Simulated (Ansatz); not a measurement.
TcIr, space group P-6m2: an equation of state with a fit, run with the Python package of Ansatz (0.2.0).

`tcir.py`
```python
'''Energy against volume for TcIr, with a fit.'''

import ansatz
import numpy as np
from pymatgen.analysis.eos import EOS

VECTORS = np.array([
    [2.73991, 0.0, 0.0],
    [-1.36995, 2.37283, 0.0],
    [0.0, 0.0, 4.35546],
])
SITES = [
    ('Tc', (1 / 3, 2 / 3, 0.0)),
    ('Ir', (2 / 3, 1 / 3, 0.5)),
]


def make_crystal(cell):
    crystal = ansatz.Crystal(lattice=ansatz.Lattice.of(cell))
    for symbol, position in SITES:
        crystal = crystal.atom(symbol, position)
    return crystal


def main() -> None:
    # uniform scaling of the cell
    volumes, energies, pressures = [], [], []
    for scale in np.linspace(0.95, 1.07, 5):
        cell = VECTORS * scale ** (1 / 3)
        calculation = (
            make_crystal(cell).calculation()
            .occupations(ansatz.OccupationsMethod.GAUSSIAN, width=0.05)
            .scf(tolerance=1e-07)
            .basis(47 * ansatz.Ry)
            .functional(ansatz.Functional.PBESOL, dispersion='d4')
            .accuracy('medium')
            .kpoints(12, 12, 7)
            .stress()
        )
        data = calculation.run().report
        volumes.append(abs(np.linalg.det(cell)) / len(SITES))
        energies.append(data['free_energy_ev'] / len(SITES))
        pressures.append(np.trace(data['stress_gpa']) / 3)
        print(f'V = {volumes[-1]:8.4f} A^3/atom  F = {energies[-1]:.5f} eV/atom  P = {pressures[-1]:8.3f} GPa')

    for form in ['vinet']:
        fit = EOS(eos_name=form).fit(volumes, energies)
        print(f'{form:18s} V0 {fit.v0:8.4f} A^3/atom  B0 {fit.b0_GPa:7.1f} GPa  B1 {fit.b1:5.2f}')


if __name__ == '__main__':
    main()
```

From its runs, with one value withheld:

| V (Å³/atom) | F less the lowest row shown (meV/atom) |
| --- | --- |
| 13.450 | ? |
| 13.875 | 0.00 |
| 14.300 | 23.61 |
| 14.724 | 72.08 |
| 15.149 | 141.30 |

What is the missing energy at 13.450 Å³ an atom?

A third-order Birch-Murnaghan fit, E = E0 + (9 V0 B0 / 16) [(t - 1)³ B' + (t - 1)² (6 - 4t)] with t = (V0/V)^(2/3), through the 4 rows shown gives V0 = 13.742 Å³, B0 = 384.0 GPa, B' = 4.86 and E0 = -1.52 meV. At V = 13.450 Å³, t = 1.01439, and the fit extrapolates to 6.20 meV. The run gave 6.14 meV, a miss of 0.07 meV.

Caveats:
- These settings explore the input space; cutoff and mesh may be short of convergence.
- No spin polarisation was allowed.
- Shape and fractional positions are held along the curve, so the bulk modulus is an upper value where they are free to relax.
- Dispersion corrections can be off by several per cent in the lattices of metals, and by several GPa in the pressure at a fixed cell.
- The mesh is modest for a metal, so energies can be off by several to tens of meV an atom and pressures by half a GPa or more; differences at equal mesh fare better.
- The program warned that this SCF threshold is loose for forces or stresses.
- Pressure is positive in compression.
- Spin-orbit coupling, which matters for elements this heavy, is left out.
- This cell is a computed structure, which may not be the phase found in nature.
- Hardware and time: 23 s on 1 thread of Intel(R) Xeon(R) Platinum 8488C (Sapphire Rapids), with other jobs on the host, peak memory 0.55 GiB.
